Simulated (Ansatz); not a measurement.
# Be2C3: the cost of one run

Program: Ansatz 0.2.0. Level of theory: DFT PBE, scalar-relativistic, plane waves, PAW. These are calculated values, not measurements.

## (1) The structure to begin with

The structure is cubic, space group Fm-3m (No. 225). Conventional cell: a = 7.710 Å, b = 7.710 Å, c = 7.710 Å, α = 90.00°, β = 90.00°, γ = 90.00°. Be (site symmetry m-3m) has 6 C at 1.63 Å as nearest neighbours. Be (site symmetry -43m) has 12 C at 2.74 Å as nearest neighbours. Be (site symmetry m-3m) has 6 C at 2.23 Å as nearest neighbours. Around C (site symmetry 4mm) lie 2 Be at 1.63 to 2.23 Å.

Structure file:

```
Be C
1.0
     0.00000    3.85477    3.85477
     3.85477    0.00000    3.85477
     3.85477    3.85477    0.00000
Be C
4 6
Direct
  0.50000 0.50000 0.50000
  0.25000 0.25000 0.25000
  0.75000 0.75000 0.75000
  0.00000 0.00000 0.00000
  0.28878 0.71122 0.71122
  0.71122 0.28878 0.28878
  0.71122 0.28878 0.71122
  0.28878 0.71122 0.28878
  0.71122 0.71122 0.28878
  0.28878 0.28878 0.71122
```

The cell is invented: random cell by space group and Wyckoff sites (Fm-3m, No. 225). Lengths come from tabulated atomic sizes and are only a guess.

## (2) Probe: one point on a coarse mesh

Contents of input.yaml:

```yaml
crystal:
  lattice:
    - [0.0, 3.85477355, 3.85477355]
    - [3.85477355, 0.0, 3.85477355]
    - [3.85477355, 3.85477355, 0.0]
  atoms:
    - { symbol: Be, position: [0.5, 0.5, 0.5] }
    - { symbol: Be, position: [0.25, 0.25, 0.25] }
    - { symbol: Be, position: [0.75, 0.75, 0.75] }
    - { symbol: Be, position: [0.0, 0.0, 0.0] }
    - { symbol: C, position: [0.2887771, 0.7112229, 0.7112229] }
    - { symbol: C, position: [0.7112229, 0.2887771, 0.2887771] }
    - { symbol: C, position: [0.7112229, 0.2887771, 0.7112229] }
    - { symbol: C, position: [0.2887771, 0.7112229, 0.2887771] }
    - { symbol: C, position: [0.7112229, 0.7112229, 0.2887771] }
    - { symbol: C, position: [0.2887771, 0.2887771, 0.7112229] }
basis:
  ecutwfc: 420
kpoints:
  mp_grid: { grid: [4, 4, 4] }
hamiltonian:
  xc: pbe
scf:
  occupations: { method: gaussian, width: 0.1 }
  lower_state_search: "off"
output:
  forces: true
  stress: true
  eigenvalues: true
```

Started as:

```
ansatz run input.yaml --threads 1 --pin off --max-ram 2048MiB --backend cpu --events-out ev --progress --plain --runs-dir out
```

Q: Estimate wall time and peak memory on 1 thread of Arm Neoverse N1, shared host.

About 3.3 s, with a peak of 0.33 GiB.
